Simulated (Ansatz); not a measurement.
**BGeH4Na (SMILES [Na][BH][GeH3]): one structure at several levels**

The task here is to estimate one member of a computed series from the others.

Program: Ansatz 0.2.0, Gaussian basis. Level of theory: single points in def2-TZVPP. These are calculated values, not measurements.

Correlated methods freeze the cores. Filled d shells of the heavier atoms are correlated. The outer core shell of Li, Na, Mg and K is correlated.

### The system as given

7 atoms, charge 0, spin multiplicity 1.

Atoms are counted from 1 here; the program's logs count them from 0.

Bond lengths: Na1–B2 2.413 Å, B2–Ge3 2.137 Å, B2–H4 1.206 Å, Ge3–H5 1.760 Å, Ge3–H6 1.545 Å, Ge3–H7 1.725 Å. Angles: Na1–B2–Ge3 99.9°, Na1–B2–H4 154.7°, Ge3–B2–H4 105.0°, B2–Ge3–H5 114.6°, B2–Ge3–H6 118.1°, B2–Ge3–H7 129.4°, H5–Ge3–H6 90.6°, H5–Ge3–H7 99.3°, H6–Ge3–H7 96.7°.

As a file:

```
Na   -2.6173   -1.1457   -0.1797
B    -0.2554   -1.4220    0.2315
Ge    0.3940    0.6028    0.0212
H     0.7560   -2.0581    0.3937
H    -0.1538    1.3997   -1.4490
H    -0.2969    1.6822    0.8838
H     1.9875    1.2577    0.1153
```

The first run:

run/in.yaml

```yaml
crystal:
  periodic: [false, false, false]
  atoms:
    - {symbol: Na, position_ang: [-2.617300, -1.145700, -0.179700]}
    - {symbol: B, position_ang: [-0.255400, -1.422000, 0.231500]}
    - {symbol: Ge, position_ang: [0.394000, 0.602800, 0.021200]}
    - {symbol: H, position_ang: [0.756000, -2.058100, 0.393700]}
    - {symbol: H, position_ang: [-0.153800, 1.399700, -1.449000]}
    - {symbol: H, position_ang: [-0.296900, 1.682200, 0.883800]}
    - {symbol: H, position_ang: [1.987500, 1.257700, 0.115300]}
basis:
  gaussian: {orbitals: def2-TZVPP}
correlation: {method: ccsd_t}
output: {forces: true}
```

The command line of these runs was not kept.

Steps of the session up to this table: CCSD(T)/def2-TZVPP; PBE0-D4/def2-TZVPP; wB97M-V/def2-TZVPP; r2SCAN-D4/def2-TZVPP; PBE-D4/def2-TZVPP; LC-wPBE/def2-TZVPP; r2SCAN0-D4/def2-TZVPP.

One of the session's tables, all rows but one given; the rest of the session is left out.

| method | RMS force component (eV/Å) | angle to CCSD(T) forces (°) | dipole (D) |
| --- | --- | --- | --- |
| CCSD(T) | 0.869 | reference | 7.55 |
| PBE0-D4 | 0.836 | 3.8 | 7.20 |
| wB97M-V | 0.886 | 2.8 | 7.42 |
| r2SCAN-D4 | ? | ? | ? |
| PBE-D4 | 0.747 | 8.9 | 6.75 |
| LC-wPBE | 0.942 | 4.4 | 7.63 |
| r2SCAN0-D4 | 0.877 | 3.3 | 7.58 |

Estimate the missing values for r2SCAN-D4.

The run gave: RMS force component (eV/Å): 0.813; angle to CCSD(T) forces (°): 4.4; dipole (D): 7.42. In the column «RMS force component (eV/Å)» it lies between PBE-D4 (0.747) and PBE0-D4 (0.836).
